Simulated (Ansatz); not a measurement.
Consider vertical energies of changing the electron count of H3NbO4, SMILES [O]=[Nb]([OH])([OH])[OH] (Ansatz's Python interface).

The script, `h3nbo4.py`:
```python
# -*- coding: utf-8 -*-
from dataclasses import dataclass

import ansatz


@dataclass
class Options:
    basis: str = "def2-SVP"
    functional: str = "R2SCAN0"


opts = Options()


def energy(molecule, charge=0, unpaired=0):
    calc = molecule.calculation().basis(gaussian=opts.basis).functional(opts.functional)
    if charge:
        calc = calc.charge(charge)
    if unpaired:
        calc = calc.spin("collinear", total=unpaired)
    report = calc.run().report
    if report["published_state_doubts"]:
        print("  doubts:", report["published_state_doubts"])
    return report["free_energy_ev"]


def main():
    geometry_ang = [
        ("O", (-1.6672, 0.2367, 1.0708)),
        ("Nb", (-0.1957, 0.022, 0.1103)),
        ("O", (1.3505, -0.101, 1.3703)),
        ("O", (0.1614, 1.5955, -1.16)),
        ("O", (-0.3384, -1.7023, -0.973)),
        ("H", (1.5328, 0.8442, 1.6853)),
        ("H", (-0.5521, 1.4443, -1.871)),
        ("H", (-0.1992, -2.3966, -0.2885)),
    ]
    mol = ansatz.Crystal.molecule()
    for symbol, xyz in geometry_ang:
        mol = mol.atom(symbol, xyz)

    parent = energy(mol, 0, 0)
    cation = energy(mol, 1, 1)
    print(f"E(N)   = {parent:.5f} eV")
    print(f"E(N-1) = {cation:.5f} eV  (1 unpaired)")
    print(f"vertical ionisation energy {cation - parent:.3f} eV")


if __name__ == "__main__":
    main()
```

What does it cost to change the electron count at this fixed geometry?

At this unrelaxed geometry removing an electron costs 11.15 eV.

What the script printed:

Output of `python h3nbo4.py`:
```text
E(N)   = -9779.48606 eV
E(N-1) = -9768.34038 eV  (1 unpaired)
vertical ionisation energy 11.146 eV
```

Total energies depend on the basis set; only differences at equal settings carry meaning. The geometry is a force-field or estimated start, not a minimum of this method, and the basis set is short of its limit. All parts are taken at fixed geometry, without zero-point energy. At an unrelaxed start these energies can be a whole eV from those at the minimum, and a small affinity can change sign. def2 sets replace the cores of elements past krypton by effective core potentials. The expectation value of S² is noticeably off S(S+1) in at least one run, so that state is spin-contaminated. Finished in 58 s on 1 thread of Intel(R) Xeon(R) Processor @ 2.30GHz (shared host), peak memory 0.49 GiB.
